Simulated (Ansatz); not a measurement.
# MoS2: how the settings move a single-point run

Aim: see which settings change the result for MoS2, by how much, and at what cost.

Computed with Ansatz 0.2.0 (reference: DFT, PBE, plane waves, PAW, unless a step's input says otherwise).

1 further run of the same task is left out (it didn't finish). Runs told in other sessions of the task aren't counted.

**1. Starting point**

It takes space group P6_3/mmc (No. 194, hexagonal). Conventional cell: a = 3.173 Å, b = 3.173 Å, c = 12.435 Å, α = 90.00°, β = 90.00°, γ = 120.00°. Around Mo (site symmetry -6m2) lie 6 S at 2.40 Å. S (site symmetry 3m) is surrounded by 3 Mo at 2.40 Å.

Structure file:

```cif
data_structure
_symmetry_space_group_name_H-M 'P6_3/mmc'
_symmetry_Int_Tables_number 194
_cell_length_a 3.1730
_cell_length_b 3.1730
_cell_length_c 12.4354
_cell_angle_alpha 90.000
_cell_angle_beta 90.000
_cell_angle_gamma 120.000
_cell_volume 108.43
loop_
_atom_site_label
_atom_site_type_symbol
_atom_site_symmetry_multiplicity
_atom_site_Wyckoff_symbol
_atom_site_fract_x
_atom_site_fract_y
_atom_site_fract_z
_atom_site_occupancy
Mo1 Mo 2 d 0.66667 0.33333 0.25000 1
S1 S 4 f 0.33333 0.66667 0.37512 1
```

**2. Baseline**

Contents of input.yaml:

```yaml
crystal:
  lattice:
    - [3.1730083673, 0.0, 0.0]
    - [-1.5865041836, 2.7479058525, 0.0]
    - [0.0, 0.0, 12.4354192521]
  atoms:
    - { symbol: Mo, position: [0.6666666667, 0.3333333333, 0.2500161476] }
    - { symbol: Mo, position: [0.3333333333, 0.6666666667, 0.7499838524] }
    - { symbol: S, position: [0.3333333333, 0.6666666667, 0.3751203003] }
    - { symbol: S, position: [0.6666666667, 0.3333333333, 0.8750883708] }
    - { symbol: S, position: [0.3333333333, 0.6666666667, 0.1249116292] }
    - { symbol: S, position: [0.6666666667, 0.3333333333, 0.6248796997] }
kpoints:
  mp_grid: { grid: [6, 6, 2] }
hamiltonian:
  xc: pbe
scf:
  occupations: { method: fixed }
  n_extra_bands: 5
output:
  forces: true
  stress: true
  eigenvalues: true
```

Launch:

```
$ ansatz run input.yaml --threads 4 --pin off --max-ram 4608MiB --backend cpu --events-out ev --progress --plain --runs-dir out
```

**3. Variant: ecutwfc 750**

input.yaml: that of step 2 with these lines changed.

```diff
@@ -23 +23,3 @@
   eigenvalues: true
+basis:
+  ecutwfc: 750
```

**4. Variant: preconditioner none**

input.yaml: that of step 2 with these lines changed.

```diff
@@ -19,2 +19,3 @@
   n_extra_bands: 5
+  mixing: { preconditioner: none }
 output:
```

**5. Changed: ecutwfc 200**

input.yaml: that of step 2 with these lines changed.

```diff
@@ -23 +23,3 @@
   eigenvalues: true
+basis:
+  ecutwfc: 200
```

**6. Variant: ecutrho_ratio 12**

input.yaml: that of step 2 with these lines changed.

```diff
@@ -19,2 +19,3 @@
   n_extra_bands: 5
+  max_iter: 88
 output:
@@ -23 +24,3 @@
   eigenvalues: true
+basis:
+  ecutrho_ratio: 12
```

**7. Variant: mp_grid.grid [8, 8, 1]**

input.yaml: that of step 2 with these lines changed.

```diff
@@ -13,3 +13,3 @@
 kpoints:
-  mp_grid: { grid: [6, 6, 2] }
+  mp_grid: { grid: [8, 8, 1] }
 hamiltonian:
```

**8. Changing settings: exchange pbe, correlation pbe, coeff 0.1, omega 0.3**

input.yaml: that of step 2 with these lines changed.

```diff
@@ -15,3 +15,3 @@
 hamiltonian:
-  xc: pbe
+  xc: { exchange: pbe, correlation: pbe, exx: { coeff: 0.1, omega: 0.3 } }
 scf:
```

Q: Predict the outcome of this session. Wanted: for each run, ending; energy change; pressure; gap; force.

As calculated:

| run | ending | energy change | pressure (GPa) | gap (eV) | force (eV/Å) | cycles | time |
| --- | --- | --- | --- | --- | --- | --- | --- |
| reference | converged | 0 | 2.4 | 0.94 | 0.12 | 6 | 0.74 s |
| 1: ecutwfc 750 | converged | -0.6 meV/atom | 2.4 | 0.94 | 0.11 | 7 | 1.4 s |
| 2: preconditioner none | converged | 0.0 meV/atom | 2.4 | 0.94 | 0.12 | 8 | 0.81 s |
| 3: ecutwfc 200 | converged | +1.40 eV/atom | 0.6 | 0.93 | 0.09 | 8 | 0.43 s |
| 4: ecutrho_ratio 12 | converged | 0.0 meV/atom | 2.4 | 0.94 | 0.12 | 6 | 0.92 s |
| 5: mp_grid.grid [8, 8, 1] | converged | +4.1 meV/atom | 2.5 | 1.03 | 0.09 | 7 | 0.59 s |
| 6: exchange pbe, correlation pbe, coeff 0.1, omega 0.3 | converged | not comparable | 0.6 | 1.09 | 0.08 | 18 | 19 s |

Residual by cycle in the longest SCF loop of each run; runs are numbered as in the table. The quantity is the density residual dr2, in eV.

| cycle | reference | run 1 | run 2 | run 3 | run 4 | run 5 | run 6 |
| --- | --- | --- | --- | --- | --- | --- | --- |
| 1 | 0.00696 | 0.00696 | 0.00696 | 1.51 | 0.00697 | 0.00694 | 0.0536 |
| 2 | 0.0023 | 0.0023 | 0.00185 | 0.246 | 0.00231 | 0.00229 | 0.182 |
| 3 | 5.9e-5 | 3.8e-5 | 0.00148 | 0.0308 | 5.8e-5 | 8.6e-5 | 0.00356 |
| 4 | 1.5e-5 | 1.3e-5 | 7.7e-4 | 0.00387 | 1.5e-5 | 1.2e-5 | 8.6e-4 |
| 5 | 1.5e-6 | 2.3e-6 | 2.1e-5 | 1.7e-4 | 1.5e-6 | 2.7e-6 | 0.00463 |
| 6 | 8.6e-8 | 4.5e-7 | 8.5e-5 | 2.2e-6 | 8.8e-8 | 3.8e-7 | 6.2e-5 |
| 7 | - | 5.9e-8 | 1.0e-6 | 6.5e-7 | - | 6.4e-8 | 3.7e-6 |
| 8 | - | - | 1.3e-8 | 7.1e-8 | - | - | 2.1e-5 |
| 9 | - | - | - | - | - | - | 7.6e-8 |

Of the converged runs whose energies compare with the reference's, «ecutwfc 200» moves the energy most (+1.40 eV/atom). Run 3 ran under the cutoff that the potentials recommend, as the log warns, so basis error is mixed into its values, and swamps them where the cutoff is far short. Of the variants the dearest is «exchange pbe, correlation pbe, coeff 0.1, omega 0.3» (19 s), the cheapest «ecutwfc 200» (0.43 s), on a shared host.
